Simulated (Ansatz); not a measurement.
# C2H5NSi: the cost of one run

Method: the settings change from run to run; program: Ansatz 0.2.0, Gaussian basis.

### Step 1. The relaxed structure

The structure was relaxed beforehand with PBE0-D4 in a triple-zeta def2 set.

9 atoms, charge 0, spin multiplicity 1.

Atoms are counted from 1 here; the program's logs count them from 0.

Bond lengths: Si1–C2 1.869 Å, Si1–H5 1.489 Å, Si1–H6 1.486 Å, Si1–H7 1.487 Å, C2–C3 1.453 Å, C2–N4 1.561 Å, C2–H8 1.091 Å, C3–N4 1.241 Å, C3–H9 1.083 Å. Angles: C2–Si1–H5 109.8°, C2–Si1–H6 108.9°, C2–Si1–H7 110.8°, H5–Si1–H6 109.4°, H5–Si1–H7 108.3°, H6–Si1–H7 109.6°, Si1–C2–C3 123.5°, Si1–C2–N4 118.4°, Si1–C2–H8 117.3°, C3–C2–N4 48.5°, C3–C2–H8 116.6°, N4–C2–H8 113.5°, C2–C3–N4 70.3°, C2–C3–H9 150.3°, N4–C3–H9 139.4°, C2–N4–C3 61.2°.

### Step 2. wPBEh/pcseg-2

Options: multiplicity 3, finite nuclei, the search for lower states set to off.

File in.yaml:

```yaml
crystal:
  periodic: [false, false, false]
  atoms:
    - {symbol: Si, position_ang: [-0.493321, 0.904974, -0.752896]}
    - {symbol: C, position_ang: [0.326393, -0.645048, -0.106496]}
    - {symbol: C, position_ang: [0.442887, -0.960599, 1.307319]}
    - {symbol: N, position_ang: [1.516090, -0.495381, 0.892457]}
    - {symbol: H, position_ang: [-1.833969, 0.573222, -1.308825]}
    - {symbol: H, position_ang: [-0.647884, 1.871308, 0.365692]}
    - {symbol: H, position_ang: [0.319871, 1.521054, -1.834381]}
    - {symbol: H, position_ang: [0.447261, -1.474664, -0.804340]}
    - {symbol: H, position_ang: [0.011172, -1.341167, 2.224469]}
basis:
  gaussian: {orbitals: pcseg-2, nuclear_model: gaussian}
magnetization: {spin_polarized: true, initial_magnetization: 2}
hamiltonian: {xc: {name: wPBEh}}
scf: {lower_state_search: off}
```

Launch:

```bash
ansatz run in.yaml --threads 2 --pin off --events-out ev --progress --plain --max-ram 4352MiB
```

**Question.** How long does this run take on 2 threads of Arm Neoverse V2, shared host, and how much memory does it need?

About 6.5 s, with a peak of 0.47 GiB.
